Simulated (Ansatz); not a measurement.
**VI: one candidate structure**

Where does VI go from the start given, caesium chloride type (Pm-3m, No. 221)?

Computed with Ansatz 0.2.0 (DFT r2SCAN, scalar-relativistic, plane waves, PAW, unless a step's input says otherwise).

## 1. The starting structure

The structure is cubic, space group Pm-3m (No. 221). Conventional cell: a = 3.846 Å, b = 3.846 Å, c = 3.846 Å, α = 90.00°, β = 90.00°, γ = 90.00°. Around V (site symmetry m-3m) lie 8 I at 3.33 Å. I (site symmetry m-3m) is surrounded by 8 V at 3.33 Å.

As a file:

```
V I
1.0
     3.84597    0.00000    0.00000
     0.00000    3.84597    0.00000
     0.00000    0.00000    3.84597
V I
1 1
Direct
  0.00000 0.00000 0.00000
  0.50000 0.50000 0.50000
```

(A quick probe on a coarse mesh, which set the mesh and smearing, is not shown.)

## 3. A loose first relaxation

Input file input.yaml:

```yaml
crystal:
  lattice:
    - [3.845971332, 0.0, 0.0]
    - [0.0, 3.845971332, 0.0]
    - [0.0, 0.0, 3.845971332]
  atoms:
    - { symbol: V, position: [0.0, 0.0, 0.0], spin: 3.9 }
    - { symbol: I, position: [0.5, 0.5, 0.5] }
basis:
  ecutwfc: 500
kpoints:
  mp_grid: { grid: [4, 4, 4] }
hamiltonian:
  xc: r2scan
scf:
  occupations: { method: gaussian, width: 0.1 }
  lower_state_search: "off"
output:
  forces: true
  stress: true
  eigenvalues: true
  populations: true
magnetization:
  spin_polarized: true
relax:
  adjacent_minimum: "off"
  f_tol: 0.04
  max_steps: 70
  cell: { stress_tol: 0.4 }
```

The run is started by

```sh
ansatz run input.yaml --threads 1 --pin off --max-ram 2560MiB --backend cpu --events-out ev --progress --plain --runs-dir out
```

Further runs follow: coarse relaxation; relaxing cell and atoms.

Before running it: what results should come out?

The runs gave:

Formation energies count from the elements, computed with the same settings in runs not shown here.

```
                          quantity                                                                      value
                              cell  a = 3.667 Å, b = 3.667 Å, c = 3.667 Å, α = 90.00°, β = 90.00°, γ = 90.00°
                       space group                                                            Pm-3m (No. 221)
                            volume                                                              24.66 Å³/atom
                   gap on the mesh                                                               none (metal)
formation energy from the elements                                                             +0.432 eV/atom
                    largest moment                                                                    3.43 μB
```

The space group stayed Pm-3m, and from the first guess the volume went from 28.44 to 24.66 Å³/atom. The formation energy of +0.43 eV/atom is positive, so the elements lie lower than this structure; another structure of the compound can lie lower. Other magnetic orders or occupations could lie lower; they were not searched in full. The runs treat I without spin-orbit coupling.
